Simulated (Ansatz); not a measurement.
# Al2Cu3: the cost of one run

Computed with Ansatz 0.2.0 (DFT PBE, scalar-relativistic, plane waves, PAW, unless a step's input says otherwise).

## (1) The system as given

It takes space group R-3m (No. 166, trigonal). Conventional cell: a = 4.286 Å, b = 4.286 Å, c = 13.122 Å, α = 90.00°, β = 90.00°, γ = 120.00°. Al (site symmetry 3m) has 7 Cu at 2.62 Å and 1 Al at 2.62 Å as nearest neighbours. Around Cu (site symmetry 3m) lie 4 Al at 2.62 Å and 4 Cu at 2.62 Å. Cu (site symmetry -3m) is surrounded by 6 Al at 2.62 Å and 2 Cu at 2.62 Å.

As a file:

```cif
data_structure
_symmetry_space_group_name_H-M 'R-3m:H'
_symmetry_Int_Tables_number 166
_cell_length_a 4.2855
_cell_length_b 4.2855
_cell_length_c 13.1217
_cell_angle_alpha 90.000
_cell_angle_beta 90.000
_cell_angle_gamma 120.000
_cell_volume 208.70
loop_
_atom_site_label
_atom_site_type_symbol
_atom_site_symmetry_multiplicity
_atom_site_Wyckoff_symbol
_atom_site_fract_x
_atom_site_fract_y
_atom_site_fract_z
_atom_site_occupancy
Al1 Al 6 c 0.66667 0.33333 0.23333 1
Cu1 Cu 6 c 0.00000 0.00000 0.30000 1
Cu2 Cu 3 b 0.33333 0.66667 0.16667 1
```

The start is an ordering of an alloy on its end members' structure types: elements ordered on the sites of the Ti type, Cu/Al on Ti (R-3m, No. 166).

## (2) A first look at the guess

input.yaml reads:

```yaml
crystal:
  lattice:
    - [2.14276955, 1.23712857, 4.37391002]
    - [-2.14276955, 1.23712857, 4.37391002]
    - [0.0, -2.47425715, 4.37391002]
  atoms:
    - { symbol: Al, position: [0.9, 0.9, 0.9] }
    - { symbol: Al, position: [0.1, 0.1, 0.1] }
    - { symbol: Cu, position: [0.3, 0.3, 0.3] }
    - { symbol: Cu, position: [0.7, 0.7, 0.7] }
    - { symbol: Cu, position: [0.5, 0.5, 0.5] }
basis:
  ecutwfc: 420
kpoints:
  mp_grid: { grid: [6, 6, 6] }
hamiltonian:
  xc: pbe
scf:
  occupations: { method: gaussian, width: 0.1 }
  lower_state_search: "off"
output:
  forces: true
  stress: true
  eigenvalues: true
```

The run is started by

```bash
$ ansatz run input.yaml --threads 1 --pin off --max-ram 2560MiB --backend cpu --events-out ev --progress --plain --runs-dir out
```

**Question.** How long does this run take on 1 thread of Intel Xeon at 2.50GHz (Skylake/Cascade Lake), shared host, and how much memory does it need?

About 12 s, with a peak of 0.4 GiB.
